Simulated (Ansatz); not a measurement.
**CH₇F₂NSi₂: small, medium and large basis sets**

An exercise on one series of results from a longer session: the logs are not shown, and one member is left open.

The runs use Ansatz 0.2.0, Gaussian basis; one geometry, several basis sets.

Plan: PBE0-D4/def2-SVP; ωB97M-V/def2-SVP; PBE0-D4/def2-QZVPP; ωB97M-V/def2-QZVPP; the functionals' def2-TZVPP values are taken from earlier runs.

### The geometry

All runs share one geometry, relaxed beforehand with PBE0-D4 in a triple-zeta def2 set.

SMILES `C[SiH](F)N[SiH2]F`, 13 atoms, charge 0, spin multiplicity 1.

Atoms are counted from 1 here; the program's logs count them from 0.

Bond lengths: C1–Si2 1.850 Å, C1–H7 1.092 Å, C1–H8 1.094 Å, C1–H9 1.092 Å, Si2–F3 1.603 Å, Si2–N4 1.719 Å, Si2–H10 1.481 Å, N4–Si5 1.710 Å, N4–H11 1.012 Å, Si5–F6 1.601 Å, Si5–H12 1.480 Å, Si5–H13 1.478 Å. Angles: Si2–C1–H7 110.7°, Si2–C1–H8 110.9°, Si2–C1–H9 110.8°, H7–C1–H8 108.2°, H7–C1–H9 108.4°, H8–C1–H9 107.7°, C1–Si2–F3 107.1°, C1–Si2–N4 111.6°, C1–Si2–H10 114.1°, F3–Si2–N4 110.3°, F3–Si2–H10 106.7°, N4–Si2–H10 106.9°, Si2–N4–Si5 128.0°, Si2–N4–H11 116.2°, Si5–N4–H11 115.8°, N4–Si5–F6 111.7°, N4–Si5–H12 110.0°, N4–Si5–H13 108.6° and more.

Set-up of the first run:

Input file in.yaml:

```yaml
crystal:
  periodic: [false, false, false]
  atoms:
    - {symbol: C, position_ang: [-0.544271, -1.754905, 1.285397]}
    - {symbol: Si, position_ang: [0.604601, -0.698045, 0.292527]}
    - {symbol: F, position_ang: [1.531969, -1.686713, -0.563971]}
    - {symbol: N, position_ang: [-0.253887, 0.365200, -0.749707]}
    - {symbol: Si, position_ang: [0.100736, 1.998151, -1.111330]}
    - {symbol: F, position_ang: [-0.751646, 3.004011, -0.203371]}
    - {symbol: H, position_ang: [-1.167464, -1.139312, 1.938012]}
    - {symbol: H, position_ang: [-1.202050, -2.336102, 0.633111]}
    - {symbol: H, position_ang: [0.015379, -2.458628, 1.905631]}
    - {symbol: H, position_ang: [1.513799, 0.138883, 1.107978]}
    - {symbol: H, position_ang: [-1.078531, -0.015848, -1.194642]}
    - {symbol: H, position_ang: [-0.274832, 2.300101, -2.510553]}
    - {symbol: H, position_ang: [1.526499, 2.248507, -0.814182]}
basis:
  gaussian: {orbitals: def2-SVP}
hamiltonian: {xc: pbe0, dispersion: d4}
output: {orbitals: {seedname: orbitals}}
```

Command:

```sh
> ansatz run in.yaml --threads 2 --pin off --events-out ev --progress --plain --max-ram 32768MiB --backend cpu
```

Among the steps run: PBE0-D4 in def2-SVP; ωB97M-V in def2-SVP; PBE0-D4 in def2-QZVPP; ωB97M-V in def2-QZVPP.

One table of the session follows, with a row left open; its other results are not shown here.

| functional | basis | HOMO (eV) | LUMO (eV) |
| --- | --- | --- | --- |
| PBE0-D4 | def2-SVP | ? | ? |
| PBE0-D4 | def2-TZVPP | -8.56 | 0.46 |
| PBE0-D4 | def2-QZVPP | -8.58 | 0.17 |
| ωB97M-V | def2-SVP | -10.79 | 2.87 |
| ωB97M-V | def2-TZVPP | -10.92 | 1.97 |
| ωB97M-V | def2-QZVPP | -10.95 | 1.34 |

**Question.** Estimate the row for PBE0-D4, def2-SVP.

As computed: HOMO (eV): -8.44; LUMO (eV): 1.13. In the column «HOMO (eV)» it is the highest.
